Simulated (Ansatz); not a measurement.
This script drives Ansatz 0.2.0 through its Python package.

`c2h6se.py`
```python
"""Bending curve of C2H6Se."""

import ansatz as az
from ase import Atoms

BASIS_SET = "def2-SVP"
FUNCTIONAL = "pbe0"
FMAX = 0.02
LEVEL = "mp2"

atoms = Atoms(["C", "Se", "C", "H", "H", "H", "H", "H", "H"], positions=[
    [-0.537, 0.6122, -1.0853],
    [1.1857, 0.5882, -0.2996],
    [0.5724, -0.6505, 1.0677],
    [-0.8125, -0.3468, -1.4343],
    [-0.5644, 1.3302, -1.9908],
    [-1.3182, 1.0544, -0.3574],
    [-0.1741, -0.1877, 1.6922],
    [0.2691, -1.5688, 0.607],
    [1.4674, -0.8776, 1.7834],
])

# start the scan from a relaxed geometry
first = (
    az.Crystal.molecule_from_ase(atoms).calculation()
    .basis(gaussian=BASIS_SET)
    .functional(FUNCTIONAL)
    .relax(force_tolerance=FMAX, max_steps=80)
)
atoms.positions = first.run(threads=1).report["positions_ang"]

rows = []
for angle in [85, 95, 105, 115, 125, 140, 160]:
    bent = atoms.copy()
    bent.set_angle(0, 1, 2, angle, indices=[2, 6, 7, 8])
    model = (
        az.Crystal.molecule_from_ase(bent).calculation()
        .basis(gaussian=BASIS_SET)
        .correlation(LEVEL)
    )
    rows.append((angle, model.run(threads=1).report["free_energy_ev"]))
floor = min(e for _, e in rows)
for angle, e in rows:
    print(f"angle C0-Se1-C2 = {angle:3d} deg   {1000 * (e - floor):9.1f} meV")
```

It is started by `python c2h6se.py`. Estimate its wall time and peak memory on 1 thread of Arm Neoverse V2 (shared host).

It took about 25 s, with a peak of 0.26 GiB, for 8 runs of the engine.

```console
$ python c2h6se.py
angle C0-Se1-C2 =  85 deg       141.1 meV
angle C0-Se1-C2 =  95 deg         0.0 meV
angle C0-Se1-C2 = 105 deg        62.9 meV
angle C0-Se1-C2 = 115 deg       277.7 meV
angle C0-Se1-C2 = 125 deg       622.0 meV
angle C0-Se1-C2 = 140 deg      1347.6 meV
angle C0-Se1-C2 = 160 deg      2590.9 meV
```

The scan is rigid, and the energies are electronic, in a modest basis. The zero is the lowest point of the grid, which needn't be the minimum. The start is relaxed with a density functional and scanned with the wavefunction method, so it isn't exactly that method's minimum.
